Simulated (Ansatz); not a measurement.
# CH₂GaN: vertical ionisation energy

How much energy removes an electron from CH₂GaN at fixed geometry? The cation is run at each level and the neutral's energy taken from earlier runs.

Computed with Ansatz 0.2.0, Gaussian basis. Level: unrestricted cation, the program's frozen cores in correlated methods.

Levels to be run: UKS PBE-D4/def2-TZVPP; UKS r2SCAN-D4/def2-TZVPP; UKS PBE0-D4/def2-TZVPP; UKS B3LYP-D4/def2-TZVPP; UKS wB97X-V/def2-TZVPP; UKS wB97M-V/def2-TZVPP; UKS B2PLYP/def2-TZVPP; UHF-CCSD(T)/def2-TZVPP; UHF-MP2/def2-QZVPP; extrapolation to the limit; then −ε(HOMO) from the neutral's earlier runs with LDA (SPW92), PBE-D4, revPBE-D4, BLYP-D4, r2SCAN-D4, B97M-V, PBE0-D4, B3LYP-D4, r2SCANh-D4, r2SCAN0-D4, HSE06-D4, BHLYP-D4, CAM-B3LYP-D4, LC-ωPBE, ωB97X-V, ωB97M-V.

## (1) The relaxed structure

An earlier PBE0-D4 in a triple-zeta def2 set relaxation fixed the geometry.

SMILES `N#[C][GaH2]`, 5 atoms, charge 0, spin multiplicity 1.

Atoms are counted from 1 here; the program's logs count them from 0.

Bond lengths: N1–C2 1.154 Å, C2–Ga3 1.949 Å, Ga3–H4 1.553 Å, Ga3–H5 1.553 Å. Angles: N1–C2–Ga3 179.9°, C2–Ga3–H4 116.1°, C2–Ga3–H5 116.1°, H4–Ga3–H5 127.9°.

Coordinates:

```xyz
5
charge 0, multiplicity 1
N     1.7014   -1.0684    1.2660
C     0.8768   -0.5543    0.6440
Ga   -0.5175    0.3139   -0.4056
H    -1.7472   -0.5638   -0.7645
H    -0.2636    1.7990   -0.7813
```

## (2) Cation, UKS PBE-D4/def2-TZVPP

File in.yaml:

```yaml
crystal:
  periodic: [false, false, false]
  atoms:
    - {symbol: N, position_ang: [1.701374, -1.068412, 1.265963]}
    - {symbol: C, position_ang: [0.876849, -0.554347, 0.644024]}
    - {symbol: Ga, position_ang: [-0.517484, 0.313895, -0.405603]}
    - {symbol: H, position_ang: [-1.747173, -0.563768, -0.764508]}
    - {symbol: H, position_ang: [-0.263566, 1.799032, -0.781276]}
basis:
  gaussian: {orbitals: def2-TZVPP}
total_charge: 1
magnetization: {spin_polarized: true, initial_magnetization: 1}
hamiltonian: {xc: pbe, dispersion: d4}
```

Launch:

```console
> ansatz run in.yaml --threads 4 --pin off --events-out ev --progress --plain --max-ram 10444MiB
```

The runs that follow: Cation, UKS r2SCAN-D4/def2-TZVPP; Cation, UKS PBE0-D4/def2-TZVPP; Cation, UKS B3LYP-D4/def2-TZVPP; Cation, UKS wB97X-V/def2-TZVPP; Cation, UKS wB97M-V/def2-TZVPP; Cation, UKS B2PLYP (frozen core)/def2-TZVPP; Cation, UHF-CCSD(T)/def2-TZVPP; Cation, UHF-MP2/def2-QZVPP.

Before running them: what should the planned runs give, taken together? Wanted: ionisation energy, CCSD(T)/def2-TZVPP; nearest functional by difference; nearest −ε(HOMO); −ε(HOMO) of PBE; T1 of the cation.

As calculated:

```
                             quantity               value
ionisation energy, CCSD(T)/def2-TZVPP            12.07 eV
     nearest functional by difference  ωB97X-V (-0.15 eV)
                     nearest −ε(HOMO)  LC-ωPBE (+0.01 eV)
                      −ε(HOMO) of PBE             8.00 eV
                     T1 of the cation               0.085
```

What this shows: By cation minus neutral, the functionals miss by 0.89 eV at most. −ε(HOMO) of PBE misses by 4.1 eV, since self-interaction lifts the level. Among orbital estimates LC-ωPBE comes nearest. Hartree-Fock falls 1.25 eV short, as the neutral has more correlation energy than the cation. The cation's T1 (from the report) is 0.085, above the customary mark of 0.045 for open shells, so the coupled-cluster value is less safe. The cation may have settled in a state other than its lowest; no search over hole states beyond the program's own was made. Correlated methods include outer-core shells of Ga, which these sets cover unevenly. With outer-core shells in play the reference is unsure by up to some tenths of an eV, so close misses can't be ranked.
